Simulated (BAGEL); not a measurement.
# SiH2OF2 (SMILES O[SiH](F)F): HF/3-21G (density fitting with qzvpp-jkfit)

What is the vertical ionisation energy of SiH2OF2 at HF/3-21G (density fitting with qzvpp-jkfit)? 

The calculation is run with BAGEL 1.2.2.

## 1. Starting point

SiH2OF2: 6 atoms, total charge 0, spin state singlet. SMILES: `O[SiH](F)F`. The shape is that of a PBE0-D4/def2-TZVP optimisation. This is one conformer, not always the lowest.

Bond lengths: O1–Si2 1.614 Å, Si2–F3 1.584 Å, Si2–F4 1.584 Å, O1–H5 0.958 Å, Si2–H6 1.463 Å. Angles: O1–Si2–F3 111.2°, O1–Si2–F4 111.2°, F3–Si2–F4 105.5°, O1–Si2–H6 108.6°, F3–Si2–H6 110.2°, F4–Si2–H6 110.2°, Si2–O1–H5 120.9°.

## 2. The energy at HF/3-21G (density fitting with qzvpp-jkfit)

input.json

```json
{ "bagel": [

{
  "title": "molecule",
  "basis": "3-21g",
  "df_basis": "qzvpp-jkfit",
  "angstrom": "true",
  "geometry": [
    { "atom": "O", "xyz": [    0.027700,    1.137900,   -0.556400 ] },
    { "atom": "Si", "xyz": [    0.121400,   -0.236200,    0.285200 ] },
    { "atom": "F", "xyz": [    0.731800,   -1.405100,   -0.592400 ] },
    { "atom": "F", "xyz": [   -1.315500,   -0.739700,    0.722100 ] },
    { "atom": "H", "xyz": [   -0.477400,    1.183000,   -1.369500 ] },
    { "atom": "H", "xyz": [    0.954100,   -0.003800,    1.464900 ] }
  ]
},
{
  "title": "hf"
},
{
  "title": "print",
  "file": "orbitals.molden",
  "orbitals": "true"
}

]}
```

Started as:

```console
$ BAGEL_NUM_THREADS=1 BAGEL input.json > input.out
```

Output:

```text
* using 1 threads per process

  ===============================================================
  ===============================================================

  *** Geometry ***

  { "atom" : "O", "xyz" : [      0.052345,      2.150319,     -1.051444 ] },
  { "atom" : "Si", "xyz" : [      0.229413,     -0.446353,      0.538950 ] },
  { "atom" : "F", "xyz" : [      1.382902,     -2.655254,     -1.119474 ] },
  { "atom" : "F", "xyz" : [     -2.485935,     -1.397830,      1.364571 ] },
  { "atom" : "H", "xyz" : [     -0.902155,      2.235546,     -2.587980 ] },
  { "atom" : "H", "xyz" : [      1.802988,     -0.007181,      2.768260 ] },

  Number of auxiliary basis functions:      395

  Since a DF basis is specified, we compute 2- and 3-index integrals:
    o Being stored without compression. Storage requirement is 0.006 GB

  Number of basis functions:       44
  Number of electrons      :       42

    * METHOD: MOLECULE                             0.17

  *** RHF ***

  === Nuclear Repulsion ===
   188.4139496484

      * DIIS with orbital gradients will be used.

  === RHF iteration (3-21g) ===
      0       -560.79038531          0.03645045           0.03
      1       -560.93788476          0.01979017           0.03
      2       -560.98751385          0.00107132           0.03
      3       -560.98789043          0.00022226           0.03
      4       -560.98790318          0.00010142           0.03
      5       -560.98790564          0.00001662           0.03
      6       -560.98790575          0.00000300           0.03
      7       -560.98790575          0.00000040           0.03
      8       -560.98790575          0.00000011           0.03
      9       -560.98790575          0.00000003           0.03
     10       -560.98790575          0.00000001           0.03
     11       -560.98790575          0.00000000           0.03
    * SCF iteration converged.

    * Permanent dipole moment:
           (    0.068346,    -0.361427,     0.292866) a.u.

    * METHOD: HF                                   0.46

    * METHOD: PRINT                                0.00

  ===============================================================
```

Run time: 0.87 s. Hardware: 1 thread of Intel Xeon Platinum 8259CL at 2.50GHz (Skylake/Cascade Lake), shared host; peak memory 0.08 GiB.

## 3. The doublet cation at the same level

hf.json

```json
{ "bagel" : [

{
  "title" : "molecule",
  "basis" : "3-21g",
  "df_basis" : "qzvpp-jkfit",
  "angstrom" : true,
  "geometry" : [
    { "atom" : "O", "xyz" : [    0.027700,    1.137900,   -0.556400 ] },
    { "atom" : "Si", "xyz" : [    0.121400,   -0.236200,    0.285200 ] },
    { "atom" : "F", "xyz" : [    0.731800,   -1.405100,   -0.592400 ] },
    { "atom" : "F", "xyz" : [   -1.315500,   -0.739700,    0.722100 ] },
    { "atom" : "H", "xyz" : [   -0.477400,    1.183000,   -1.369500 ] },
    { "atom" : "H", "xyz" : [    0.954100,   -0.003800,    1.464900 ] }
  ]
},
{
  "title" : "uhf",
  "charge" : 1,
  "nopen" : 1
},
{
  "title" : "print",
  "file" : "orbitals.molden",
  "orbitals" : true
}

]}
```

Started as:

```console
$ BAGEL_NUM_THREADS=1 BAGEL hf.json > hf.out
```

Output:

```text
* using 1 threads per process

  ===============================================================
  ===============================================================

  *** Geometry ***

  { "atom" : "O", "xyz" : [      0.052345,      2.150319,     -1.051444 ] },
  { "atom" : "Si", "xyz" : [      0.229413,     -0.446353,      0.538950 ] },
  { "atom" : "F", "xyz" : [      1.382902,     -2.655254,     -1.119474 ] },
  { "atom" : "F", "xyz" : [     -2.485935,     -1.397830,      1.364571 ] },
  { "atom" : "H", "xyz" : [     -0.902155,      2.235546,     -2.587980 ] },
  { "atom" : "H", "xyz" : [      1.802988,     -0.007181,      2.768260 ] },

  Number of auxiliary basis functions:      395

  Since a DF basis is specified, we compute 2- and 3-index integrals:
    o Being stored without compression. Storage requirement is 0.006 GB

  Number of basis functions:       44
  Number of electrons      :       42

    * METHOD: MOLECULE                             0.14

  *** Open-shell HF ***

  === Nuclear Repulsion ===
   188.4139496484

      * DIIS with orbital gradients will be used.

  === UHF iteration (3-21g) ===
      0       -560.23940606          0.07044533           0.05
      1       -560.41087389          0.04414086           0.05
      2       -560.45590611          0.02616307           0.05
      3       -560.47829523          0.00152329           0.05
      4       -560.47900612          0.00064950           0.05
      5       -560.47912601          0.00038514           0.05
      6       -560.47919863          0.00022739           0.05
      7       -560.47925014          0.00013311           0.05
      8       -560.47927145          0.00006627           0.05
      9       -560.47927552          0.00003244           0.05
     10       -560.47927626          0.00001600           0.05
     11       -560.47927643          0.00000896           0.05
     12       -560.47927646          0.00000444           0.05
     13       -560.47927647          0.00000264           0.05
     14       -560.47927647          0.00000172           0.05
     15       -560.47927647          0.00000121           0.05
     16       -560.47927647          0.00000082           0.05
     17       -560.47927647          0.00000053           0.05
     18       -560.47927647          0.00000036           0.05
     19       -560.47927647          0.00000021           0.05
     20       -560.47927647          0.00000010           0.05
     21       -560.47927647          0.00000006           0.05
     22       -560.47927647          0.00000004           0.05
     23       -560.47927647          0.00000003           0.05
     24       -560.47927647          0.00000002           0.05
     25       -560.47927647          0.00000001           0.05
     26       -560.47927647          0.00000001           0.05
     27       -560.47927647          0.00000001           0.05
    * SCF iteration converged.

    * S^2 (UHF) is 0.7650

    * Permanent dipole moment:
           (   -0.849515,    -0.590593,    -1.023162) a.u.

    * METHOD: UHF                                  1.47

    * METHOD: PRINT                                0.00

  ===============================================================
```

Wall time 1.9 s (1 thread of Intel Xeon Platinum 8259CL at 2.50GHz (Skylake/Cascade Lake), shared host); peak memory 0.08 GiB.

## 4. Summary of results

At HF/3-21G (density fitting with qzvpp-jkfit):

```
                                          quantity          value
                     singlet SiH2OF2: total energy  -560.98791 Eh
                    singlet SiH2OF2: dipole moment         1.20 D
                      singlet SiH2OF2: HOMO energy      -14.70 eV
                      singlet SiH2OF2: LUMO energy        5.53 eV
                    singlet SiH2OF2: HOMO–LUMO gap       20.23 eV
                      doublet cation: total energy  -560.47928 Eh
                              doublet cation: ⟨S²⟩          0.765
vertical ionisation energy (to the doublet cation)      13.841 eV
```

The vertical ionisation energy comes to 13.84 eV (319 kcal/mol). The negative HOMO energy of the first species, 14.70 eV, lies 0.86 eV above that difference.
